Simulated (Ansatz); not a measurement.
I need a short molecular-dynamics run of CH₅B₂F, SMILES CBBF. Use Ansatz 0.2.0 through its Python package. Use (for the species named): B3LYP, 6-31G basis, multiplicity 1.

Contents of `ch5b2f.xyz`:
```text
9

C    -0.20750    1.14630   -0.29920
B     0.64120   -0.09340   -0.05410
B    -0.07490   -1.52100    0.41150
F    -1.39730   -1.60610    0.60890
H    -0.98850    0.96880   -1.13210
H    -0.79560    1.47790    0.61890
H     0.41360    2.04290   -0.61740
H     1.85370   -0.01060   -0.20910
H     0.64390   -2.45120    0.65570
```

The script, `run_md.py`:
```python
# -*- coding: utf-8 -*-
"""Molecular dynamics of one CH5B2F molecule."""

import ansatz as az
import numpy as np

system = az.Crystal.molecule_from_extxyz("ch5b2f.xyz")

calc = (
    system.calculation()
    .basis(gaussian="6-31G")
    .functional("b3lyp")
)
symbols = [site.symbol for site in system.cartesian_sites]
start = np.array([site.position_ang for site in system.cartesian_sites], dtype=float)
data = calc.relax(force_tolerance=0.02).run().report
end = np.array(data["positions_ang"])
minimum = az.Crystal.molecule()
for symbol, place in zip(symbols, end):
    minimum = minimum.atom(symbol, place.tolist())

# dynamics from the relaxed geometry
calc = (
    minimum.calculation()
    .basis(gaussian="6-31G")
    .functional("b3lyp")
    .md("nvt_nose_hoover", timestep=0.5, steps=30, temperature=800, initial_velocities="maxwell_boltzmann", seed=44, thermostat_time=20)
)
frames = []
out = calc.session().plan().execute(on_event=lambda e: frames.append(e["data"]) if e["event"] == "md_step" else None)
print("t (fs)   E_pot (eV)      E_kin (eV)   T (K)   d(0-1) (A)")
for f in frames[::2]:
    xyz = np.array(f["positions_ang"])
    print(f"{f['time_fs']:6.2f} {f['lagrangian_ev']:14.5f} {f['e_kin_ev']:10.5f} {f['temperature_k']:8.1f} {np.linalg.norm(xyz[0] - xyz[1]):9.4f}")
kept = np.array([f["conserved_ev"] for f in frames])
print(f"conserved energy moves by at most {1000 * np.ptp(kept):.3f} meV")
```

```console
$ python run_md.py
t (fs)   E_pot (eV)      E_kin (eV)   T (K)   d(0-1) (A)
  0.00    -5187.62870    0.72386    800.0    1.5708
  1.00    -5187.48918    0.58588    647.5    1.5898
  2.00    -5187.23333    0.33770    373.2    1.6071
  3.00    -5187.23699    0.34047    376.3    1.6213
  4.00    -5187.40675    0.50730    560.7    1.6322
  5.00    -5187.41936    0.52492    580.1    1.6403
  6.00    -5187.26745    0.38012    420.1    1.6461
  7.00    -5187.09723    0.21525    237.9    1.6498
  8.00    -5187.02180    0.14314    158.2    1.6517
  9.00    -5187.08439    0.20858    230.5    1.6516
 10.00    -5187.25214    0.38125    421.4    1.6496
 11.00    -5187.39787    0.53600    592.4    1.6456
 12.00    -5187.33846    0.49123    542.9    1.6393
 13.00    -5187.10120    0.27308    301.8    1.6300
 14.00    -5187.07975    0.26030    287.7    1.6169
 15.00    -5187.29529    0.48289    533.7    1.6006
conserved energy moves by at most 10.529 meV
```

Reading the output:
- Total energies depend on the basis set; only differences at equal settings carry meaning.
- The trajectory is only some femtoseconds long, so its temperature is not equilibrated; where the script doesn't relax first, it starts from a rough generated geometry.
- b3lyp holds the VWN-RPA fit, as in Gaussian; the form of ORCA and Turbomole is b3lyp5.
- The temperature counts the internal degrees of freedom alone.
- Hardware and time: 2.6 min on 1 thread of Arm Neoverse N1, on a shared host, peak memory 0.19 GiB.
